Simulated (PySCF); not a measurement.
**HfSe: from the state search to spectroscopic constants**

The task here is to estimate one member of a computed series from the others.

Method: Hf def2-TZVPP with ECP60, Se def2-TZVPP, scalar-relativistic core potentials; program: PySCF 2.14.0.

The first run:

Settings of the job:

```yaml
atoms: Hf, Se
charge: 0
basis: Hf def2-TZVPP with ECP60, Se def2-TZVPP
Hamiltonian: scalar-relativistic core potentials
basis_functions: 104
electrons_treated: 46
masses_in_u: 179.9465, 79.9165
levels: PBE0, PBE, r²SCAN, BLYP, PW91, PBEsol, MN15, ωB97M-V, HF, MP2, SCS-MP2, CCSD, CCSD(T)
grid: 80 radial by 434 angular points
occupations: held fixed by the projection of orbital angular momentum
dissociation_limit: Hf + Se, each in its ground configuration
starting_distance_in_angstrom: 2.515
values_of_2S_to_try: 0, 2, 4, 6
```

Launch:

```
OMP_NUM_THREADS=2 python dia.py task.json out
```

Steps of the session up to this table: The job; The PBE0 curve of the state that the search chose; Excited determinants; PBE; r²SCAN (meta-GGA); BLYP (GGA); PW91 (GGA); PBEsol; MN15; ωB97M-V; RHF; MP2 and coupled cluster.

One of the session's tables, all rows but one given; the rest of the session is left out.

Energy (eV) from each level's lowest point:

```
R (Å)    RHF  RHF-MP2  RHF-SCS-MP2  RHF-CCSD  RHF-CCSD(T)
1.981  2.230    1.954        2.041       n/a          n/a
2.073  1.035    0.863        0.921     0.948        1.008
2.165  0.352    0.265        0.297     0.310        0.350
2.234  0.093    0.055        0.070     0.076        0.097
2.303  0.000    0.000        0.000     0.000        0.000
2.372  0.037    0.064        0.050     0.048        0.023
2.464      ?        ?            ?         ?            ?
2.579  0.659    0.711        0.669     0.669        0.548
2.717  1.312    1.355        1.297     1.300        1.096
2.902  2.285    2.353        2.264       n/a          n/a
```

Estimate the missing values for R (Å) = 2.464.

Worked estimate for «RHF». A straight line through the neighbours (2.372, 0.037) and (2.579, 0.659) gives 0.037 + (0.659 − 0.037) × (2.464 − 2.372) / (2.579 − 2.372) = 0.313; a parabola fitted to 4 rows on both sides gives 0.256.

The run gave: RHF: 0.237; RHF-MP2: 0.285; RHF-SCS-MP2: 0.257; RHF-CCSD: 0.254; RHF-CCSD(T): 0.191. In «RHF» the line misses by +0.076 and the parabola by +0.019.

To keep in mind: Lowest PBE0 solution found, without spin–orbit coupling: ¹Σ⁺ (singlet), closed shell. Warnings in the runs' records: inverted.
